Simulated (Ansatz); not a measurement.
**C₂H₃F₂NSi: a ladder of functionals and wavefunction methods**

One table from this session's results is given with a row withheld; the runs are named, their logs left out.

Method: functionals in def2-TZVPP, the program's frozen cores in correlated methods; program: Ansatz 0.2.0, Gaussian basis.

Levels to be run: PBE-D4, r2SCAN-D4, PBE0-D4, B3LYP-D4, ωB97X-V, ωB97M-V, B2PLYP; CCSD(T)/def2-TZVPP; MP2/def2-QZVPP; extrapolation to the limit.

**Structure used throughout**

All runs share one geometry, relaxed beforehand with PBE0-D4 in a triple-zeta def2 set.

9 atoms, charge 0, spin multiplicity 1.

Atoms are counted from 1 here; the program's logs count them from 0.

Bond lengths: C1–C2 1.305 Å, C1–H7 1.081 Å, C1–H8 1.081 Å, C2–N3 1.209 Å, N3–Si4 1.703 Å, Si4–F5 1.583 Å, Si4–F6 1.578 Å, Si4–H9 1.465 Å. Angles: C2–C1–H7 120.0°, C2–C1–H8 120.1°, H7–C1–H8 120.0°, C1–C2–N3 177.2°, C2–N3–Si4 138.4°, N3–Si4–F5 112.6°, N3–Si4–F6 107.3°, N3–Si4–H9 110.3°, F5–Si4–F6 107.1°, F5–Si4–H9 109.4°, F6–Si4–H9 110.1°.

The first run:

The input, in.yaml:

```yaml
crystal:
  periodic: [false, false, false]
  atoms:
    - {symbol: C, position_ang: [-1.305068, -1.193132, 1.331949]}
    - {symbol: C, position_ang: [-0.581011, -0.746121, 0.342794]}
    - {symbol: N, position_ang: [0.076033, -0.380603, -0.604201]}
    - {symbol: Si, position_ang: [1.079345, 0.928168, -1.029761]}
    - {symbol: F, position_ang: [1.066094, 2.080892, 0.054589]}
    - {symbol: F, position_ang: [0.506522, 1.542992, -2.365823]}
    - {symbol: H, position_ang: [-2.352644, -0.933487, 1.394762]}
    - {symbol: H, position_ang: [-0.856150, -1.814178, 2.094504]}
    - {symbol: H, position_ang: [2.455379, 0.469171, -1.235913]}
basis:
  gaussian: {orbitals: def2-TZVPP}
hamiltonian: {xc: pbe, dispersion: d4}
output: {forces: true, orbitals: {seedname: orbitals}}
```

Launch:

```bash
$ ansatz run in.yaml --threads 4 --pin off --events-out ev --progress --plain --max-ram 10444MiB
```

Steps of the session up to this table: PBE-D4 (GGA); r2SCAN-D4 (meta-GGA); PBE0-D4 (hybrid); B3LYP-D4 (hybrid); ωB97X-V (range-separated); ωB97M-V (range-separated); B2PLYP (double hybrid); CCSD(T) in def2-TZVPP; MP2 in def2-QZVPP.

One table of the session follows, with a row left open; its other results are not shown here.

| method | atomisation energy (kcal/mol) |
| --- | --- |
| PBE-D4 | ? |
| r2SCAN-D4 | 941.9 |
| PBE0-D4 | 938.4 |
| B3LYP-D4 | 939.3 |
| ωB97X-V | 939.5 |
| ωB97M-V | 941.2 |
| B2PLYP | 932.2 |
| HF/def2-TZVPP | 670.9 |
| MP2/def2-TZVPP | 941.1 |
| CCSD/def2-TZVPP | 890.6 |
| CCSD(T)/def2-TZVPP | 908.5 |
| MP2/CBS | 970.0 |
| CCSD(T)/CBS | 937.4 |

Q: Estimate the row for PBE-D4 from the others.

The run gave: atomisation energy (kcal/mol): 966.2. In the column «atomisation energy (kcal/mol)» it lies between r2SCAN-D4 (941.9) and MP2/CBS (970.0).

Limits of these values: Free atoms (2 C, 1 N, 1 Si, 2 F, 3 H) were run apart at each level; the atomisation energy is their sum less the molecule, without zero-point or spin-orbit terms.
